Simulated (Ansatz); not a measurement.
# CH7FOSi2: small, medium and large basis sets

One table from this session's results is given with a row withheld; the runs are named, their logs left out.

Computed with Ansatz 0.2.0, Gaussian basis. Level: one geometry, several basis sets.

Levels to be run: PBE0-D4/def2-SVP; ωB97M-V/def2-SVP; PBE0-D4/def2-QZVPP; ωB97M-V/def2-QZVPP; the functionals' def2-TZVPP values are taken from earlier runs.

## Structure used throughout

All runs share one geometry, relaxed beforehand with PBE0-D4 in a triple-zeta def2 set.

12 atoms, charge 0, spin multiplicity 1.

Atoms are counted from 1 here; the program's logs count them from 0.

Bond lengths: C1–Si2 1.860 Å, C1–H6 1.093 Å, C1–H7 1.092 Å, C1–H8 1.094 Å, Si2–F3 1.616 Å, Si2–Si4 2.354 Å, Si2–H9 1.491 Å, Si4–O5 1.656 Å, Si4–H10 1.493 Å, Si4–H11 1.486 Å, O5–H12 0.958 Å. Angles: Si2–C1–H6 110.9°, Si2–C1–H7 111.2°, Si2–C1–H8 109.9°, H6–C1–H7 108.6°, H6–C1–H8 108.1°, H7–C1–H8 108.0°, C1–Si2–F3 108.3°, C1–Si2–Si4 113.0°, C1–Si2–H9 110.1°, F3–Si2–Si4 106.9°, F3–Si2–H9 106.9°, Si4–Si2–H9 111.3°, Si2–Si4–O5 111.2°, Si2–Si4–H10 109.9°, Si2–Si4–H11 110.3°, O5–Si4–H10 111.4°, O5–Si4–H11 105.6°, H10–Si4–H11 108.3° and more.

Geometry (Å):

```
C    -1.1581   -0.2487    1.4859
Si    0.5124   -0.4905    0.7042
F     1.5519    0.5300    1.4044
Si    0.5290   -0.0104   -1.6002
O     0.1074    1.5655   -1.8861
H    -1.1066   -0.3946    2.5676
H    -1.5464    0.7527    1.2881
H    -1.8684   -0.9735    1.0778
H     1.0110   -1.8691    0.9746
H     1.8688   -0.3279   -2.1764
H    -0.4897   -0.8309   -2.3059
H     0.6658    2.2421   -1.5003
```

The first run:

Contents of in.yaml:

```yaml
crystal:
  periodic: [false, false, false]
  atoms:
    - {symbol: C, position_ang: [-1.158083, -0.248729, 1.485879]}
    - {symbol: Si, position_ang: [0.512385, -0.490504, 0.704159]}
    - {symbol: F, position_ang: [1.551886, 0.529986, 1.404449]}
    - {symbol: Si, position_ang: [0.529008, -0.010440, -1.600204]}
    - {symbol: O, position_ang: [0.107382, 1.565477, -1.886070]}
    - {symbol: H, position_ang: [-1.106650, -0.394553, 2.567577]}
    - {symbol: H, position_ang: [-1.546355, 0.752728, 1.288109]}
    - {symbol: H, position_ang: [-1.868378, -0.973457, 1.077846]}
    - {symbol: H, position_ang: [1.010964, -1.869106, 0.974628]}
    - {symbol: H, position_ang: [1.868799, -0.327901, -2.176405]}
    - {symbol: H, position_ang: [-0.489708, -0.830911, -2.305853]}
    - {symbol: H, position_ang: [0.665848, 2.242110, -1.500314]}
basis:
  gaussian: {orbitals: def2-SVP}
hamiltonian: {xc: pbe0, dispersion: d4}
output: {orbitals: {seedname: orbitals}}
```

Among the steps run: PBE0-D4 in def2-SVP; ωB97M-V in def2-SVP; PBE0-D4 in def2-QZVPP; ωB97M-V in def2-QZVPP.

One of the session's tables, all rows but one given; the rest of the session is left out.

It belongs to the step «Density functionals: the series». 

```
functional       basis  HOMO (eV)
   PBE0-D4    def2-SVP      -7.53
   PBE0-D4  def2-TZVPP      -7.63
   PBE0-D4  def2-QZVPP      -7.65
   ωB97M-V    def2-SVP          ?
   ωB97M-V  def2-TZVPP      -9.70
   ωB97M-V  def2-QZVPP      -9.73
```

Estimate the missing values for ωB97M-V, def2-SVP.

**Answer.** HOMO (eV): -9.58. In the column «HOMO (eV)» it lies between ωB97M-V, def2-TZVPP (-9.70) and PBE0-D4, def2-QZVPP (-7.65).
